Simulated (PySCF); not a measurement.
# Changing the system itself: SiSn⁻

One physical setting of the base script is moved in each run, with the edits that it forces.

Computed with PySCF 2.14.0. Level: each script names its method and basis.

10 further runs of the same task are left out: 1 for a known fault of the program, 9 that didn't finish.

### 1 Where the work starts

SiSn⁻: 2 atoms, charge -1, spin multiplicity 2.

Bond lengths: Si1–Sn2 2.308 Å.

### 2 The base run

Input file input.py:

```python
from pyscf import gto, scf, mcscf

mol = gto.M(
    atom='Si 0 0 0; Sn 0 0 2.308',
    basis='x2c-svpall',
    charge=-1,
    spin=1,
    symmetry=True,
    verbose=3,
)
mf = scf.ROHF(mol)
mf = mf.sfx2c1e()
mf.kernel()
mc = mcscf.CASSCF(mf, 6, 7)
mc.kernel()
mc.analyze()
mf.dip_moment()
print('orbital energies (hartree):', mf.mo_energy[..., max(0, mol.nelec[1]-3):mol.nelec[0]+3].round(4))
```

Launch:

```console
python input.py
```

The log of this run is left out.

Base result: E(SCF) = -6462.602621 Eh, E(CAS) − E(SCF) = -0.06434 Eh.

The bond length is a typed value, not an optimised one. The dipole of an ion depends on the origin.

### 3 Electric field 0.001 a.u.

Edit 1 changes electric field: none → 0.001 a.u.; point-group symmetry: on → off.

Input file input.py:

```python
from pyscf import gto, scf, mcscf

mol = gto.M(
    atom='Si 0 0 0; Sn 0 0 2.308',
    basis='x2c-svpall',
    charge=-1,
    spin=1,
    verbose=3,
)
mf = scf.ROHF(mol)
mf = mf.sfx2c1e()
field = 0.001  # electric field along z, atomic units
h = mf.get_hcore() + field*mol.intor('int1e_r')[2]
mf.get_hcore = lambda *args: h
e_nuc = mol.energy_nuc() - field*mol.atom_charges() @ mol.atom_coords()[:, 2]
mf.energy_nuc = lambda *args: e_nuc
mf.kernel()
mc = mcscf.CASSCF(mf, 6, 7)
mc.kernel()
mc.analyze()
mf.dip_moment()
print('orbital energies (hartree):', mf.mo_energy[..., max(0, mol.nelec[1]-3):mol.nelec[0]+3].round(4))
```

Launch:

```console
python input.py
```

### 4 Sextet

Edit 2 changes spin (2S): 1 → 5; active space: 7 electrons in 6 orbitals → 5 electrons in 6 orbitals.

input.py, as its differences from that of step 2:

```diff
@@ -6,3 +6,3 @@
     charge=-1,
-    spin=1,
+    spin=5,
     symmetry=True,
@@ -13,3 +13,3 @@
 mf.kernel()
-mc = mcscf.CASSCF(mf, 6, 7)
+mc = mcscf.CASSCF(mf, 6, 5)
 mc.kernel()
```

### 5 Bond 2.377 Å

Edit 3 changes bond length: 2.308 Å → 2.377 Å.

input.py, as its differences from that of step 2:

```diff
@@ -3,3 +3,3 @@
 mol = gto.M(
-    atom='Si 0 0 0; Sn 0 0 2.308',
+    atom='Si 0 0 0; Sn 0 0 2.377',
     basis='x2c-svpall',
```

Before running it: what results should come out? Wanted: for each run, E(SCF); from base; after the SCF.

**Answer**, as computed:

```csv
run,E(SCF) (hartree),from base (eV),after the SCF
base,-6462.602621,0,CASSCF correlation -1.751 eV
electric field 0.001 a.u.,-6462.600433,not comparable,CASSCF correlation -1.748 eV
sextet,-6462.565323,+1.0149,CASSCF correlation 0.000 eV (this space leaves nothing to correlate)
bond 2.377 Å,-6462.601579,+0.0284,CASSCF correlation -1.818 eV
```

Of the runs whose energies can be compared, “sextet” moves the SCF energy most (+1.015 eV). The sextet solution found lies 1.01 eV above the base doublet at this geometry and level.
